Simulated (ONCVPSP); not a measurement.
**Gallium: generating and testing an ONCV potential**

Task: generate the file, and judge it by its errors in other configurations, its logarithmic derivatives, its ghosts and its cutoff.

Method: ONCVPSP 4.0.1.1 (patched build), PBE, scalar-relativistic.

## (1) The design

Typed settings, in words:

- element: gallium (Ga, Z = 31)
- type: optimised norm-conserving Vanderbilt (ONCV)
- frozen core: [Ar]
- valence charge: 13
- reference configuration: 3d10 4s2 4p1
- partial waves: 4s: rc 1.85 bohr, ncon 5, nbas 8, qcut 4.1 1/bohr, 2 projectors, debl 2 Ha; 4p: rc 2.15 bohr, ncon 5, nbas 8, qcut 4.6 1/bohr, 2 projectors, debl 3.6 Ha; 3d: rc 0.85 bohr, ncon 4, nbas 9, qcut 17.2 1/bohr, 2 projectors, debl 2 Ha
- local potential: polynomial inside 0.55 bohr (lpopt 5, dvloc0 3 Ha)
- core correction: Teter function, fcfact 4, rcfact 1.7

The outer shells as boxes (Hund's rule for the drawing; the calculation is spin-unpolarised):

```
[Ar] core
3d [↑↓][↑↓][↑↓][↑↓][↑↓]
4s [↑↓]
4p [↑ ][  ][  ]
```

## (2) Generation

Contents of Ga.dat:

```
# ATOM AND REFERENCE CONFIGURATION
# atsym  z   nc   nv     iexc    psfile
  Ga 31.00    5    3        4      upf
#
#   n    l    f
    1    0    2.00
    2    0    2.00
    2    1    6.00
    3    0    2.00
    3    1    6.00
    3    2   10.00
    4    0    2.00
    4    1    1.00
#
# PSEUDOPOTENTIAL AND OPTIMIZATION
# lmax
    2
#
#   l,   rc,      ep,       ncon, nbas, qcut
    0    1.85    0.00    5    8    4.10
    1    2.15    0.00    5    8    4.60
    2    0.85    0.00    4    9   17.20
#
# LOCAL POTENTIAL
# lloc, lpopt,  rc(5),   dvloc0
    4    5    0.55    3.00
#
# VANDERBILT-KLEINMAN-BYLANDER PROJECTORs
# l, nproj, debl
    0    2    2.00
    1    2    3.60
    2    2    2.00
#
# MODEL CORE CHARGE
# icmod, fcfact, rcfact
    3    4.00    1.70
#
# LOG DERIVATIVE ANALYSIS
# epsh1, epsh2, depsh
   -2.00    5.00    0.02
#
# OUTPUT GRID
# rlmax, drl
    6.00    0.01
#
# TEST CONFIGURATIONS
# ncnf
    4
# nvcnf
#   n    l    f
    3
    3    2   10.00
    4    0    2.00
    4    1    0.00
#
    3
    3    2   10.00
    4    0    1.00
    4    1    0.00
#
    3
    3    2   10.00
    4    0    0.00
    4    1    0.00
#
    3
    3    2   10.00
    4    0    1.00
    4    1    2.00
#
```

Launch:

```console
oncvpsp.x < Ga.dat > Ga.out
```

Q: Predict the outcome of this session. Wanted: cutoffs for 1 and 0.1 mHa per electron, occupied waves; bound ghosts; GHOST(+) flags; largest test error; largest phase difference near zero energy, channels read; rms error of d²Exc/dn², without and with the model core.

The runs gave:

| quantity | value |
| --- | --- |
| cutoffs for 1 and 0.1 mHa per electron, occupied waves | 124 Ha and 138 Ha |
| bound ghosts | s at -378.80 eV, p at -29.27 eV |
| GHOST(+) flags | s at 154 eV |
| largest test error (AE − PS) | -61 meV, for 3d10 4s1 4p0 (1 test unsolved) |
| largest phase difference near zero energy, channels read | 0.000 rad |
| rms error of d²Exc/dn², without and with the model core | 6.29 and 1.01 mHa |

What this shows: A bound ghost (s, p) makes it unfit for use: electrons can fall into a state that the atom doesn't have. The worst unpolarised test, 3d10 4s1 4p0, is off by 61 meV on 26.8 eV; by total energies transferability rates as fair where solved. Of the tests 1 gave no usable energy difference, which is a warning in itself. It counts as very hard, with 124 Ha needed at the looser tolerance. At the looser tolerance the 3d wave is the slowest; 4s needs 8 Ha. Near zero energy the phases of the channels with partial waves agree within 0.001 rad. The pseudo curves have a pole with no partner nearby in the atom's: p at -1.06 Ha. The program also flags highly localised states, GHOST(+) (s). All of this concerns the isolated atom, not yet a solid.
